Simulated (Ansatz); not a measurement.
# TaBi3O7: the cost of one run

Method: DFT PBE, scalar-relativistic, plane waves, PAW, in Ansatz 0.2.0.

## 1. The system as given

Symmetry: Cm, No. 8, monoclinic system. The conventional cell has a = 6.909 Å, b = 3.771 Å, c = 12.903 Å, α = 90.00°, β = 100.37°, γ = 90.00°. Ta (site symmetry m) is surrounded by 5 O at 1.96 to 2.07 Å. Bi (site symmetry m) has 5 O at 2.24 to 2.41 Å as nearest neighbours. Around Bi (site symmetry m) lie 7 O at 2.36 to 2.69 Å. Around Bi (site symmetry m) lie 7 O at 2.42 to 2.49 Å. O (site symmetry m) is surrounded by 1 Ta at 2.01 Å and 3 Bi at 2.36 to 2.50 Å. O (site symmetry m) has 3 Ta at 1.99 to 2.46 Å and 1 Bi at 2.48 Å as nearest neighbours. Around O (site symmetry m) lie 4 Bi at 2.40 to 2.69 Å. O (site symmetry m) has 4 Bi at 2.32 to 2.49 Å as nearest neighbours. Only part of the 11 independent sites is listed.

As a file:

```cif
data_structure
_symmetry_space_group_name_H-M 'P 1'
_symmetry_Int_Tables_number 1
_cell_length_a 3.9353
_cell_length_b 3.9353
_cell_length_c 12.9034
_cell_angle_alpha 99.088
_cell_angle_beta 99.088
_cell_angle_gamma 57.251
_cell_volume 165.32
loop_
_atom_site_label
_atom_site_type_symbol
_atom_site_fract_x
_atom_site_fract_y
_atom_site_fract_z
_atom_site_occupancy
Ta1 Ta 0.54715 0.54715 0.50571 1
Bi1 Bi 0.00455 0.00455 0.01453 1
Bi2 Bi 0.24965 0.24965 0.73768 1
Bi3 Bi 0.75454 0.75454 0.27439 1
O1 O 0.53301 0.53301 0.65981 1
O2 O 0.81536 0.81536 0.46971 1
O3 O 0.92361 0.92361 0.82451 1
O4 O 0.06027 0.06027 0.19747 1
O5 O 0.16179 0.16179 0.54544 1
O6 O 0.45331 0.45331 0.35319 1
O7 O 0.68356 0.68356 0.03019 1
```

(A quick probe on a coarse mesh, which set the mesh and smearing, is not shown.)

## 3. Full relaxation

The input, input.yaml:

```yaml
crystal:
  lattice:
    - [3.454258, -1.885307, 0.0]
    - [3.454258, 1.885307, 0.0]
    - [-2.321943, 0.0, 12.692718]
  atoms:
    - { symbol: Ta, position: [0.547153, 0.547153, 0.505708] }
    - { symbol: Bi, position: [0.004554, 0.004554, 0.014534] }
    - { symbol: Bi, position: [0.249649, 0.249649, 0.737684] }
    - { symbol: Bi, position: [0.754544, 0.754544, 0.27439] }
    - { symbol: O, position: [0.533006, 0.533006, 0.659807] }
    - { symbol: O, position: [0.815356, 0.815356, 0.469713] }
    - { symbol: O, position: [0.923607, 0.923607, 0.824506] }
    - { symbol: O, position: [0.060272, 0.060272, 0.197466] }
    - { symbol: O, position: [0.161787, 0.161787, 0.545435] }
    - { symbol: O, position: [0.453309, 0.453309, 0.353195] }
    - { symbol: O, position: [0.683565, 0.683565, 0.030188] }
basis:
  ecutwfc: 420
kpoints:
  mp_grid: { grid: [8, 8, 2] }
hamiltonian:
  xc: pbe
scf:
  occupations: { method: gaussian, width: 0.02 }
output:
  forces: true
  stress: true
  eigenvalues: true
  write_density: true
  write_potential: true
  elf: true
  volumetric_format: npy
relax:
  adjacent_minimum: "off"
  f_tol: 0.01
  max_steps: 80
  cell: { stress_tol: 0.05 }
```

Command:

```bash
> ansatz run input.yaml --threads 1 --pin off --max-ram 2560MiB --backend cpu --events-out ev --progress --plain --runs-dir out
```

**Question.** How long does this run take on 1 thread of Intel Xeon Platinum 8488C (Sapphire Rapids), shared host, and how much memory does it need?

About 13 min, with a peak of 0.68 GiB.
